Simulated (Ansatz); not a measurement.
**Ge2H3 (doublet): from Hartree-Fock to the top rungs, cc-pVDZ**

One table from this session's results is given with a row withheld; the runs are named, their logs left out.

Method: cc-pVDZ, core rule «outside noble gas», up to 28 orbitals frozen; program: Ansatz 0.2.0, Gaussian basis.

To be run: UHF; CCSD(T) on ROHF; CCSD(T) on UHF; BCCD(T) on ROHF; CISD; CCSDT(Q) on ROHF; CCSDT(Q) on UHF.

15 further runs of the same task are left out: 6 that didn't finish, 9 set aside as unsound or not needed.

### The geometry

The geometry is a PBE0/def2-TZVP stationary point (not a proven minimum). No spin-orbit coupling is included. The filled d shell of Ge may be among the frozen orbitals whatever the setting's name suggests; the logs give the count.

5 atoms, charge 0, spin multiplicity 2.

Atoms are counted from 1 here; the program's logs count them from 0.

Bond lengths: Ge1–Ge2 2.405 Å, Ge1–H3 1.548 Å, Ge1–H4 1.548 Å, Ge2–H5 1.595 Å. Angles: Ge2–Ge1–H3 130.0°, Ge2–Ge1–H4 123.8°, H3–Ge1–H4 106.2°, Ge1–Ge2–H5 87.5°.

Set-up of the first run:

Contents of in.yaml:

```yaml
crystal:
  periodic: [false, false, false]
  atoms:
    - {symbol: Ge, position_ang: [0.000000, 0.013184, 1.181237]}
    - {symbol: Ge, position_ang: [0.000000, -0.034339, -1.223364]}
    - {symbol: H, position_ang: [0.000000, 1.219299, 2.151804]}
    - {symbol: H, position_ang: [0.000000, -1.255242, 2.068613]}
    - {symbol: H, position_ang: [0.000000, 1.560523, -1.184463]}
basis:
  gaussian: {orbitals: cc-pVDZ}
magnetization: {spin_polarized: true, initial_magnetization: 1}
hamiltonian: {xc: hf}
output: {orbitals: {seedname: orbitals}}
```

Command:

```sh
> ansatz run in.yaml --threads 1 --pin off --events-out ev --progress --plain --max-ram 2393MiB
```

Steps of the session up to this table: UHF; CCSD(T) on ROHF; CCSD(T) on UHF; BCCD(T) on ROHF; CISD; CCSDT(Q) on ROHF; CCSDT(Q) on UHF.

One of the session's tables, all rows but one given; the rest of the session is left out.

```
   method  from UCCSDT(Q) (meV)
     ROHF               +5768.1
      UHF               +5700.4
     RMP2               +1283.4
     UMP2                     ?
     CISD                +694.4
    RCCSD                +218.9
    UCCSD                +214.9
 RCCSD(T)                 +47.4
 UCCSD(T)                 +46.0
  BCCD(T)                 +46.4
   RCCSDT                 +11.2
   UCCSDT                  +9.3
RCCSDT(Q)                  +2.1
UCCSDT(Q)                     0
```

Estimate the missing values for UMP2.

**Answer.** from UCCSDT(Q) (meV): +1295.0. In the column «from UCCSDT(Q) (meV)» it lies between RMP2 (+1283.4) and UHF (+5700.4).

With the free atoms at the same levels and basis (separate runs), the atomisation energy is 10.192 eV at UCCSDT(Q), 10.179 eV at RCCSD(T), 10.162 eV at UCCSD(T), 7.728 eV at ROHF.

To keep in mind: Restricted and unrestricted rows rest on different reference determinants; where their highest levels disagree by more than a few hundredths of an eV, they describe different states and don't form one ladder.
